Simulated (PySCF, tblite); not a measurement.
**BGeH₅O₂P radical: geometry, infrared bands and EPR parameters**

What infrared bands and EPR parameters should BGeH₅O₂P radical (`O[B](O)[GeH][PH2]`) show?

Programs: tblite 0.8.0 and PySCF 2.14.0, with density-fitted response routines of our own. Each step states its level of theory. These are calculated values for one molecule in the gas phase, unless marked as measured. Atoms count from 0, in the outputs and in this text.

## (1) The starting structure

10 atoms, charge 0, multiplicity 2; geometry from: force field or distance geometry start.

Bonds of the start (Å): O0–B1 1.49, B1–O2 1.44, B1–Ge3 2.05, Ge3–P4 2.30, O0–H5 0.97, O2–H6 0.98, Ge3–H7 1.57, P4–H8 1.46, P4–H9 1.46.

## (2) Geometry optimisation with GFN2-xTB

What the job is given:

```
{"job": {"kind": "relax", "xc": "GFN2-xTB", "basis": "xTB"}, "charge": 0, "multiplicity": 2}
O     -1.119300    -0.737300     0.858900
B     -1.197000     0.485400     0.006100
O     -2.017400     0.352700    -1.171900
Ge     0.622800     1.373900    -0.310900
P      2.033100    -0.402200    -0.709100
H     -1.289100    -0.538200     1.794800
H     -2.477500    -0.509100    -1.184600
H      1.034700     2.109700     1.017500
H      1.321800    -1.676100    -0.607900
H      3.096900    -0.454300     0.284700
```

Command:

```bash
$ OMP_NUM_THREADS=1 python probes_run.py task.json out
```

The driver reads the jobs from task.json and runs them one after another.

The log of the run:

```text
step      E/eV     max force
  0    -444.86384    3.405
  1    -445.26830    1.778
  2    -445.49805    2.026
  3    -445.59179    0.940
  4    -445.75068    0.823
  5    -445.87668    1.404
  6    -445.92296    0.997
  7    -445.98984    0.760
  8    -446.02215    0.866
  9    -446.09256    0.745
 10    -446.12416    0.709
 11    -446.17611    0.733
 12    -446.22562    0.690
 13    -446.23774    0.462
 14    -446.24266    0.349
 15    -446.24659    0.303
 16    -446.25075    0.257
 17    -446.25692    0.268
 18    -446.26027    0.254
 19    -446.26464    0.242
 20    -446.26912    0.261
 21    -446.27349    0.279
 22    -446.27691    0.198
 23    -446.28021    0.199
 24    -446.28413    0.205
 25    -446.28836    0.227
 26    -446.29198    0.206
 27    -446.29452    0.163
 28    -446.29656    0.136
 29    -446.29927    0.120
 30    -446.30190    0.118
 31    -446.30373    0.138
 32    -446.30526    0.148
 33    -446.30767    0.147
 34    -446.31110    0.173
 35    -446.31466    0.166
 36    -446.31679    0.121
 37    -446.31789    0.094
 38    -446.31871    0.093
 39    -446.31951    0.106
 40    -446.32031    0.081
 41    -446.32104    0.082
 42    -446.32175    0.087
 43    -446.32250    0.089
 44    -446.32314    0.074
 45    -446.32355    0.047
 46    -446.32383    0.049
 47    -446.32412    0.058
 48    -446.32452    0.070
 49    -446.32507    0.063
 50    -446.32576    0.089
 51    -446.32660    0.091
 52    -446.32756    0.104
 53    -446.32855    0.111
 54    -446.32951    0.085
 55    -446.33076    0.128
 56    -446.33286    0.173
 57    -446.33656    0.294
 58    -446.34194    0.384
 59    -446.34896    0.359
 60    -446.35590    0.300
 61    -446.35906    0.245
 62    -446.36329    0.358
 63    -446.36660    0.348
 64    -446.36937    0.095
 65    -446.37239    0.172
 66    -446.37551    0.196
 67    -446.38076    0.163
 68    -446.38565    0.185
 69    -446.39009    0.225
 70    -446.39575    0.310
 71    -446.38588    0.625
 72    -446.40347    0.211
 73    -446.40669    0.165
 74    -446.41290    0.187
 75    -446.41492    0.168
 76    -446.41611    0.112
 77    -446.41695    0.167
 78    -446.41849    0.090
 79    -446.42136    0.132
 80    -446.42731    0.260
 81    -446.42721    0.525
 82    -446.43423    0.465
 83    -446.43989    0.354
 84    -446.44453    0.187
 85    -446.43787    0.705
 86    -446.45089    0.176
 87    -446.45465    0.160
 88    -446.46213    0.572
 89    -446.46974    0.316
 90    -446.48238    0.266
 91    -446.48737    0.297
 92    -446.49177    0.197
 93    -446.49563    0.355
 94    -446.50375    0.335
 95    -446.51744    0.156
 96    -446.52147    0.328
 97    -446.52742    0.150
 98    -446.53108    0.168
 99    -446.53614    0.183
100    -446.53873    0.148
101    -446.54269    0.137
102    -446.54494    0.132
103    -446.54634    0.178
104    -446.54929    0.253
105    -446.55338    0.186
106    -446.56107    0.202
107    -446.56348    0.091
108    -446.56488    0.104
109    -446.56601    0.158
110    -446.56783    0.127
111    -446.57035    0.141
112    -446.57387    0.176
113    -446.57729    0.135
114    -446.57915    0.213
115    -446.58090    0.217
116    -446.58238    0.080
117    -446.58307    0.116
118    -446.58360    0.127
119    -446.58419    0.112
120    -446.58501    0.102
121    -446.58590    0.098
122    -446.58634    0.040
123    -446.58643    0.077
124    -446.58659    0.019
125    -446.58667    0.023
126    -446.58674    0.016
127    -446.58680    0.015
128    -446.58683    0.014
129    -446.58687    0.013
130    -446.58691    0.014
131    -446.58696    0.013
132    -446.58702    0.017
133    -446.58711    0.016
134    -446.58719    0.014
135    -446.58723    0.008
```

Wall time 0.66 s (1 thread of Arm Neoverse V1, shared host).

The steps of the relaxation: (not every step is listed)

| step | energy from step 0 (eV) | largest force (eV/Å) |
| --- | --- | --- |
| 0 | 0.0000 | 3.4048 |
| 1 | -0.4045 | 1.7776 |
| 2 | -0.6342 | 2.0263 |
| 3 | -0.7280 | 0.9397 |
| 4 | -0.8868 | 0.8231 |
| 5 | -1.0128 | 1.4036 |
| 6 | -1.0591 | 0.9970 |
| 7 | -1.1260 | 0.7595 |
| 8 | -1.1583 | 0.8657 |
| 20 | -1.4053 | 0.2613 |
| 32 | -1.4414 | 0.1479 |
| 44 | -1.4593 | 0.0745 |
| 56 | -1.4690 | 0.1732 |
| 68 | -1.5218 | 0.1846 |
| 80 | -1.5635 | 0.2601 |
| 92 | -1.6279 | 0.1967 |
| 104 | -1.6855 | 0.2528 |
| 116 | -1.7185 | 0.0795 |
| 128 | -1.7230 | 0.0145 |
| 130 | -1.7231 | 0.0139 |
| 131 | -1.7231 | 0.0134 |
| 132 | -1.7232 | 0.0167 |
| 133 | -1.7233 | 0.0164 |
| 134 | -1.7234 | 0.0136 |
| 135 | -1.7234 | 0.0078 |

Close pairs (by a distance rule), those that changed most:

| bond | before (Å) | after (Å) | change (Å) |
| --- | --- | --- | --- |
| O0–B1 | 1.493 | 1.345 | -0.147 |
| B1–O2 | 1.442 | 1.338 | -0.104 |
| P4–H8 | 1.463 | 1.387 | -0.075 |
| P4–H9 | 1.457 | 1.387 | -0.070 |
| B1–Ge3 | 2.050 | 2.091 | +0.042 |
| Ge3–H7 | 1.573 | 1.591 | +0.017 |
| O2–H6 | 0.977 | 0.961 | -0.016 |
| O0–H5 | 0.972 | 0.957 | -0.015 |

The final coordinates are the input of the step that follows.

## (3) Infrared spectrum with GFN2-xTB

What the job is given:

```
{"job": {"kind": "ir", "xc": "GFN2-xTB", "basis": "xTB"}, "charge": 0, "multiplicity": 2}
O     -2.101491    -0.021883     0.937344
B     -1.220407     0.276440    -0.034671
O     -1.577052     0.211668    -1.322757
Ge     0.762313     0.849235     0.303584
P      2.098204    -0.928256    -0.335357
H     -1.792140     0.030657     1.841061
H     -2.474262    -0.076239    -1.510945
H      0.863230     0.575343     1.867402
H      3.316843    -0.314300    -0.086086
H      2.133644    -0.598010    -1.682103
```

The log of the run:

```text
mode    cm-1     km/mol
  1      25.8      1.55
  2      64.6      0.41
  3     114.5      8.02
  4     172.5      4.84
  5     248.6      8.47
  6     340.3     20.13
  7     377.9      2.07
  8     449.0     50.41
  9     482.5     17.43
 10     540.1    100.81
 11     568.7     58.11
 12     623.5    242.09
 13     637.2      0.23
 14     740.7    174.57
 15     921.7    239.60
 16     939.5    145.46
 17    1121.9     42.43
 18    1148.9    566.45
 19    1307.6    213.37
 20    1530.6    993.10
 21    2263.3     79.84
 22    2333.0    148.96
 23    3535.2      7.54
 24    3620.9     27.43
```

Wall time 0.22 s (1 thread of Arm Neoverse V1, shared host).

Which atoms move in the most intense modes:

| cm⁻¹ | km/mol | atoms |
| --- | --- | --- |
| 624 | 242.1 | H6 73 %, O2 11 % |
| 741 | 174.6 | H7 49 %, H9 45 % |
| 922 | 239.6 | H5 60 %, H6 25 %, O0 12 % |
| 940 | 145.5 | H6 33 %, O2 32 %, H5 21 %, O0 13 % |
| 1149 | 566.5 | B1 52 %, O0 19 %, H6 17 % |
| 1308 | 213.4 | B1 69 %, O2 17 % |
| 1531 | 993.1 | H7 97 % |
| 2333 | 149.0 | H9 51 %, H8 45 % |

## (4) g tensor and hyperfine couplings: B3LYP/def2-TZVP-core+pcH-1

Settings changed since step 3:

```diff
@@ -1,2 +1,2 @@
-{"job": {"kind": "ir", "xc": "GFN2-xTB", "basis": "xTB"}, "charge": 0, "multiplicity": 2}
+{"job": {"kind": "epr", "basis": "pcH-1"}, "charge": 0, "multiplicity": 2}
 O     -2.101491    -0.021883     0.937344
```

Method: UKS B3LYP, def2-TZVP-core on Ge, pcH-1 on B H O P, non-relativistic, mean-field spin-orbit, GIAO.

The log of the run:

```text
UKS, coarse grid
  cycle   1  E = -2596.62036914  |g| = 1.46e+00
  cycle   2  E = -2596.31915184  |g| = 1.36e+00
  cycle   3  E = -2596.75393640  |g| = 4.72e-01
  cycle   4  E = -2596.82351065  |g| = 8.10e-02
  cycle   5  E = -2596.82487765  |g| = 2.78e-02
  cycle   6  E = -2596.82509597  |g| = 1.09e-02
  cycle   7  E = -2596.82513483  |g| = 2.00e-03
  cycle   8  E = -2596.82513588  |g| = 7.13e-04
UKS, final grid
  cycle   1  E = -2596.82516458  |g| = 8.76e-04
  cycle   2  E = -2596.82516431  |g| = 1.24e-03
  cycle   3  E = -2596.82516497  |g| = 1.76e-04
  cycle   4  E = -2596.82516498  |g| = 4.00e-05
  cycle   5  E = -2596.82516498  |g| = 1.65e-05
E = -2596.82516498 Eh   <S^2> = 0.7535 (exact 0.7500)
g shifts (ppm)      1          2          3
  rmc          -160       -160       -160
  gc             -4         16          7
  oz_so        -403      16854      36451
  total        -566      16710      36299
hyperfine (MHz)  atom isotope    a_iso     a_fc   dipolar eigenvalues
    0   17O      -3.11      -3.28    -10.20      4.46      5.74
    1   11B      66.19      66.33     -6.57     -5.62     12.19
    2   17O      -5.57      -5.64     -2.88      1.33      1.55
    3  73Ge    -178.80    -181.10    -58.38     28.50     29.87
    4   31P      62.79      60.66    -71.29    -62.33    133.62
    5    1H       1.12       1.13     -3.98     -0.66      4.64
    6    1H       2.92       2.93     -1.61     -1.15      2.76
    7    1H      45.36      45.13     -6.76      1.10      5.66
    8    1H      31.04      30.95     -3.85     -0.06      3.91
    9    1H      13.90      13.79     -3.73      0.24      3.50
```

Wall time 93 s (1 thread of Arm Neoverse V1, shared host); peak memory 0.95 GiB.

Principal g values 2.00175, 2.01903, 2.03862; g(iso) = 2.01980, against 2.00232 for a free electron.

Mean a(iso) over the nuclei that a row names, and the largest dipolar term of the row (other rows stand at the frozen geometry):

| nuclei | isotope | a(iso) (MHz) | a(iso) (G, at g = 2.0023) | largest dipolar term (MHz) |
| --- | --- | --- | --- | --- |
| Ge3 | 73Ge | -178.8 | -63.8 | -58.4 |
| B1 | 11B | 66.2 | 23.6 | 12.2 |
| P4 | 31P | 62.8 | 22.4 | 133.6 |
| H7 | 1H | 45.4 | 16.2 | -6.8 |
| H8, H9 | 1H | 22.5 | 8.0 | 3.9 |
| O0, O2 | 17O | -4.3 | -1.5 | -10.2 |
| H5, H6 | 1H | 2.0 | 0.7 | 4.6 |

Mulliken spin populations:

| atom | value (e) |
| --- | --- |
| O0 | 0.02 |
| B1 | 0.06 |
| O2 | 0.01 |
| Ge3 | 0.72 |
| P4 | 0.16 |
| H5 | 0.00 |
| H6 | 0.00 |
| H7 | 0.02 |
| H8 | 0.01 |
| H9 | 0.00 |

In first order the couplings over 0.8 MHz of 11B, 31P, 1H give 144 distinct lines over 126.9 G, if the averaged nuclei exchange fast; the same motion can average rows kept apart here too.

Orbitals, density, ELF and potential are computed afterwards from the orbital file.

ELF in a plane through or near 6 of the atoms.

Ten even steps from ' ' (0.00) to '@' (1.00):
```
                                                        
                                                        
                    ..++**++::                          
                  ..##@@@@@@%%::                        
                  --@@@@@@@@@@--                        
                  ::%%@@@@@@@@..  ::**==..              
        ....      ..**@@@@@@**    ==##++::..            
      ..##%%##::  ..--======--....==**##++==..          
      **@@@@@@@@==++++..::..++##==**%%%%%%**--          
    ..##@@@@@@@@**##%%::..::%%%%..::%%####++::          
      ++@@@@@@%%==++%%**--==%%++##--::::....            
      ..--++====++++++==--------==##==..                
            --@@@@@@++..    ..**##--####++..            
          ..##@@@@@@%%      --%%%%--@@@@%%++            
          ..##@@@@@@%%      --%%%%####@@%%++            
            ::**%%##--      ..----::..----              
                ..                                      
                                                        
                                                        
                                                        
```
The map spans 11.8 Å across and 9.2 Å up, centred on the molecule. Atoms in the plane (x, y in Å): B1 (1.2, -0.1), O2 (1.5, -1.4), H6 (2.3, -1.8), H7 (-0.6, 2.0), H8 (-3.3, 0.2), H9 (-2.3, -1.5).

On the surface of density 0.002 e/bohr³ the electrostatic potential runs, from the 1st to the 99th percentile, from -1.07 V near O2 to 2.52 V near H5.

The spin density lies nearest to Ge3 59 %; P4 15 %; B1 10 %; H7 7 %.

## (5) What came out

| quantity | value |
| --- | --- |
| strongest single infrared mode (GFN2-xTB) | 1531 cm⁻¹, 993 km/mol |
| zero-point energy (GFN2-xTB) | 34.5 kcal/mol |
| g(iso) (B3LYP) | 2.01980 |
| ⟨S²⟩ | 0.753 (exact 0.75) |
| largest a(iso) (averaged by class) | 73Ge on Ge3, -178.8 MHz |
| potential on the surface of density 0.002 e/bohr³, 1st and 99th percentile | -1.07 V and 2.52 V |

In words: Over 135 steps the energy fell by 1.723 eV; of the close pairs, O0–B1 changed most, 1.493 to 1.345 Å. All 24 modes are real, so the xTB geometry is a minimum. The strongest single mode, at 1531 cm⁻¹, moves mainly H7. GFN2-xTB is a fitted tight-binding method: band positions and strengths are rough. Its intensities can rank the bands wrongly. Ge3 carries the largest spin population, 0.72 e. The isotropic g lies 17.5 ppt above the free-electron value. The hyperfine terms hold no scalar relativity, which the heavier nuclei need. The conformer search found further structures of the same energy, which may be mirror or relabelled copies of this one.
